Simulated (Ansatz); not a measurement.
## SnSeS: equation of state with PBE

SnSeS:

```xyz
3
Lattice="3.7602 0.0000 0.0000 -1.8801 3.2564 0.0000 0.0000 0.0000 6.3640" Properties=species:S:1:pos:R:3 pbc="T T T"
Sn    0.0000    2.1710    0.0487
Se    0.0000    0.0000    4.8221
S     1.8801    1.0855    1.4933
```

The cell comes from a database or a generator and needn't be the stable form of this composition.

| Property | Result |
| --- | --- |
| Program | Ansatz 0.2.0 |
| Task | equation of state |
| Functional | PBE |
| Potentials or basis | all-electron LAPW, scalar-relativistic |
| Basis error allowed | 0.001 eV/atom |
| k mesh | 8 × 8 × 4 |
| Occupations | fermi-dirac, width 0.05 eV |
| Spin | no spin polarisation |

* Equilibrium volume: 26.77 Å³/atom
* Bulk modulus at fixed shape and positions: 61 GPa
* Pressure derivative of the bulk modulus: 4.8

Energy against volume, from the lowest point:
```csv
volume (Å³/atom),energy (meV/atom)
24.417,46.36
24.936,26.84
25.456,13.02
25.975,4.29
26.495,0.11
27.015,0.00
27.534,3.52
```

All runs of the series together: 2.4 min on 2 threads of Arm Neoverse V2, on a shared host.

Caveat: the cell was scaled at fixed shape and fractional positions, which overstates the stiffness of a crystal with free parameters, most of all of layers and chains; this functional lacks dispersion, which binds the layers, so the pressure and a relaxed spacing across them are unreliable.
